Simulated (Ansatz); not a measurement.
**C3H7BO2: one species, many methods**

One table from this session's results is given with a row withheld; the runs are named, their logs left out.

The runs use Ansatz 0.2.0, Gaussian basis; functionals in def2-TZVPP, the program's frozen cores in correlated methods.

Levels to be run: PBE-D4, r2SCAN-D4, PBE0-D4, B3LYP-D4, ωB97X-V, ωB97M-V, B2PLYP; CCSD(T)/def2-TZVPP; MP2/def2-QZVPP; extrapolation to the limit.

## The geometry

The geometry comes from an earlier relaxation with PBE0-D4 in a triple-zeta def2 set; it is a stationary point, not always the lowest conformer.

SMILES `COC1(O)BC1`, 13 atoms, charge 0, spin multiplicity 1.

Atoms are counted from 1 here; the program's logs count them from 0.

Bond lengths: C1–O2 1.415 Å, C1–H7 1.096 Å, C1–H8 1.090 Å, C1–H9 1.093 Å, O2–C3 1.391 Å, C3–O4 1.383 Å, C3–B5 1.541 Å, C3–C6 1.518 Å, O4–H10 0.965 Å, B5–C6 1.535 Å, B5–H11 1.184 Å, C6–H12 1.089 Å, C6–H13 1.087 Å. Angles: O2–C1–H7 111.0°, O2–C1–H8 106.8°, O2–C1–H9 111.2°, H7–C1–H8 109.5°, H7–C1–H9 108.7°, H8–C1–H9 109.5°, C1–O2–C3 113.3°, O2–C3–O4 115.3°, O2–C3–B5 115.0°, O2–C3–C6 112.4°, O4–C3–B5 123.1°, O4–C3–C6 119.1°, B5–C3–C6 60.3°, C3–O4–H10 107.8°, C3–B5–C6 59.1°, C3–B5–H11 151.4°, C6–B5–H11 148.4°, C3–C6–B5 60.6° and more.

The first run:

File in.yaml:

```yaml
crystal:
  periodic: [false, false, false]
  atoms:
    - {symbol: C, position_ang: [-0.321665, -1.854261, 0.426820]}
    - {symbol: O, position_ang: [-0.299100, -0.504612, 0.850735]}
    - {symbol: C, position_ang: [0.310051, 0.349880, -0.063034]}
    - {symbol: O, position_ang: [1.656763, 0.122136, -0.279578]}
    - {symbol: B, position_ang: [-0.628467, 0.930861, -1.137677]}
    - {symbol: C, position_ang: [-0.186062, 1.778813, 0.063323]}
    - {symbol: H, position_ang: [-0.855059, -1.958393, -0.524540]}
    - {symbol: H, position_ang: [-0.841988, -2.419024, 1.199817]}
    - {symbol: H, position_ang: [0.691281, -2.247680, 0.306099]}
    - {symbol: H, position_ang: [2.132858, 0.387559, 0.517138]}
    - {symbol: H, position_ang: [-1.342800, 0.803543, -2.073333]}
    - {symbol: H, position_ang: [0.581755, 2.526255, -0.128650]}
    - {symbol: H, position_ang: [-0.877167, 2.050123, 0.857781]}
basis:
  gaussian: {orbitals: def2-TZVPP}
hamiltonian: {xc: pbe, dispersion: d4}
output: {forces: true, orbitals: {seedname: orbitals}}
```

Started as:

```sh
ansatz run in.yaml --threads 4 --pin off --events-out ev --progress --plain --max-ram 10444MiB
```

Steps of the session up to this table: PBE-D4 (GGA); r2SCAN-D4 (meta-GGA); PBE0-D4 (hybrid); B3LYP-D4 (hybrid); ωB97X-V (range-separated); ωB97M-V (range-separated); B2PLYP (double hybrid); CCSD(T) in def2-TZVPP; MP2 in def2-QZVPP.

One table of the session follows, with a row left open; its other results are not shown here.

```
            method  atoms, summed (eV)  atomisation energy (kJ/mol)
            PBE-D4           -7932.518                       5233.8
         r2SCAN-D4           -7938.983                       5107.5
           PBE0-D4           -7934.265                       5115.4
          B3LYP-D4           -7944.364                       5073.3
           ωB97X-V           -7941.204                       5088.1
           ωB97M-V           -7940.334                       5098.3
            B2PLYP                   ?                            ?
     HF/def2-TZVPP           -7911.430                       3612.7
    MP2/def2-TZVPP           -7925.720                       5046.4
   CCSD/def2-TZVPP           -7928.855                       4844.9
CCSD(T)/def2-TZVPP           -7929.212                       4928.1
           MP2/CBS           -7928.431                       5177.0
       CCSD(T)/CBS           -7931.922                       5058.7
```

Estimate the missing values for B2PLYP.

As computed: atoms, summed (eV): -7937.851; atomisation energy (kJ/mol): 5020.6. In the column «atoms, summed (eV)» it lies between r2SCAN-D4 (-7938.983) and PBE0-D4 (-7934.265).
